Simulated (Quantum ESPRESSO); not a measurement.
MnO2: equation of state with LDA

MnO2:

```
Mn O
1.0
     4.40042    0.00000    0.00000
     0.00000    4.40042    0.00000
     0.00000    0.00000    2.86708
Mn O
2 4
Direct
  0.50000 0.50000 0.50000
  0.00000 0.00000 0.00000
  0.80492 0.19508 0.50000
  0.69508 0.69508 0.00000
  0.19508 0.80492 0.50000
  0.30492 0.30492 0.00000
```

The cell is a database's computed one.

| Quantity | Value |
| --- | --- |
| Program | Quantum ESPRESSO 7.5 |
| Task | equation of state |
| Functional | LDA |
| Potentials or basis | GBRV 1.5 LDA |
| Cutoff | 612 eV |
| Density cutoff | 4898 eV |
| k mesh | 6 × 6 × 9 |
| Occupations | fermi-dirac, width 0.05 eV |
| Spin | collinear spin, ferromagnetic start |
| Starting moments | [4.0, 4.0, 0.0, 0.0, 0.0, 0.0] μB |
| Form of the LDA correlation | PZ81 |
| Mixing beta | 0.3 |
| Most SCF iterations | 120 |
| SCF threshold | 1.2e-09 Ry |

- Equilibrium volume: 8.81 Å³/atom (rough: see the caveat)
- Bulk modulus at fixed shape and positions: 217 GPa (rough)

Energy against volume, from the lowest point:
| volume (Å³/atom) | energy (meV/atom) |
| --- | --- |
| 8.698 | 0.50 |
| 8.883 | 0.00 |
| 9.068 | 4.44 |
| 9.253 | 13.84 |
| 9.438 | 28.14 |
| 9.623 | 46.87 |
| 9.808 | 69.61 |

All runs of the series together: 9.2 min on 2 threads of Arm Neoverse V2, with other jobs on the host.

Caveat: the fit is doubtful: noisy points or a state that changes with volume; the cell was scaled at fixed shape and fractional positions, which overstates the stiffness of a crystal with free parameters, most of all of layers and chains.
